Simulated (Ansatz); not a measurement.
LiZn, space group Fd-3m: a convergence test of the plane-wave cutoff, run with the Ansatz DFT code, driven from Python.

Script `run_ecut.py`:
```python
'''Cutoff test for LiZn.'''

import ansatz as az
from tabulate import tabulate

lizn = (
    az.Lattice.of((0.0, 3.117, 3.117), (3.117, 0.0, 3.117), (3.117, 3.117, 0.0))
    .atom('Li', (0.0, 0.0, 0.0))
    .atom('Li', (0.25, 0.25, 0.25))
    .atom('Zn', (0.5, 0.5, 0.5))
    .atom('Zn', (0.75, 0.75, 0.75))
)

base = (
    lizn.calculation()
    .kpoints(spacing=0.52)
    .initial_density(normalization='atom')
    .scf(tolerance=1e-09, max_iterations=200, lower_state_search='light', algorithm='direct_min')
    .occupations('Marzari-Vanderbilt', width=0.2)
    .functional('lda')
    .forces()
    .stress()
)

rows = []
for value in [300, 350, 400, 450, 500]:
    summary = base.basis(value).run(threads=1).report
    rows.append((value, summary['free_energy_ev'] / len(summary['lattice']['sites']), summary['n_iterations'], sum(summary['stress_gpa'][i][i] for i in range(3)) / 3, max(abs(f) for row in summary['forces_ev_ang'] for f in row), summary['n_pw']))

print(tabulate(rows, headers=['cutoff (eV)', 'F/atom (eV)', 'iterations', 'P (GPa)', 'max force (eV/A)', 'plane waves'], floatfmt='.4f', tablefmt='grid'))

# the last row is the reference
for row in rows[:-1]:
    shift = 1000 * (row[1] - rows[-1][1])
    print(f'{row[0]}: {shift:+.2f} meV/atom' + ('  (within 2 meV)' if abs(shift) < 2 else ''))
```

From which cutoff on is the energy per atom within 2 meV of the last row, and how does it get there?

From 400 eV on it stays within 2 meV an atom of the value at 500 eV; the first row (300 eV) is off by 58.7 meV and the last but one by 0.10 meV. The energy falls steadily, as expected when plane waves are added. The pressure moves from -5.04 to -5.29 GPa (the program's stress holds a Pulay correction, so it settles early).

What the script printed:

```console
$ python run_ecut.py
DeckWarning: basis.ecutwfc = 300 eV is below the records' recommended 420 eV, and the density's cutoff is lower with it unless basis.ecutrho_ratio is high enough to keep the records' density cutoff: compare with a run at a higher cutoff
DeckWarning: output.stress: scf.convergence.dr2_threshold = 1e-9 eV is looser than the 4e-10 eV advised for a printed stress (1e-10 eV for each atom of the cell: 4). What an SCF threshold leaves in a [...]
DeckWarning: basis.ecutwfc = 350 eV is below the records' recommended 420 eV, and the density's cutoff is lower with it unless basis.ecutrho_ratio is high enough to keep the records' density cutoff: compare with a run at a higher cutoff
DeckWarning: basis.ecutwfc = 400 eV is below the records' recommended 420 eV, and the density's cutoff is lower with it unless basis.ecutrho_ratio is high enough to keep the records' density cutoff: compare with a run at a higher cutoff
+---------------+---------------+--------------+-----------+--------------------+---------------+
|   cutoff (eV) |   F/atom (eV) |   iterations |   P (GPa) |   max force (eV/A) |   plane waves |
+===============+===============+==============+===========+====================+===============+
|           300 |    -1724.0884 |           11 |   -5.0378 |             0.0000 |           725 |
+---------------+---------------+--------------+-----------+--------------------+---------------+
|           350 |    -1724.1431 |           11 |   -5.2586 |             0.0000 |           893 |
+---------------+---------------+--------------+-----------+--------------------+---------------+
|           400 |    -1724.1467 |           11 |   -5.2865 |             0.0000 |          1067 |
+---------------+---------------+--------------+-----------+--------------------+---------------+
|           450 |    -1724.1470 |           12 |   -5.2918 |             0.0000 |          1363 |
+---------------+---------------+--------------+-----------+--------------------+---------------+
|           500 |    -1724.1471 |           12 |   -5.2910 |             0.0000 |          1471 |
+---------------+---------------+--------------+-----------+--------------------+---------------+
300: +58.73 meV/atom
350: +4.03 meV/atom
400: +0.43 meV/atom  (within 2 meV)
450: +0.10 meV/atom  (within 2 meV)
```
(Warnings from the package without file and line, shortened.)

Reading the output:
- For a metal this k-point mesh is coarse: on a finer one energies can move by several to tens of meV an atom and pressures by half a GPa or more, differences at one mesh by less.
- Forces vanish by symmetry here and test nothing.
- Pressure is positive in compression.
- The structure is a deposited one; some such entries were measured under pressure or heat, so a shift against it needn't be the functional's error alone.
- Shifts are counted from the last row, which is itself no proven limit.

(Lines on the test bed's own set-up are left out of the output.)
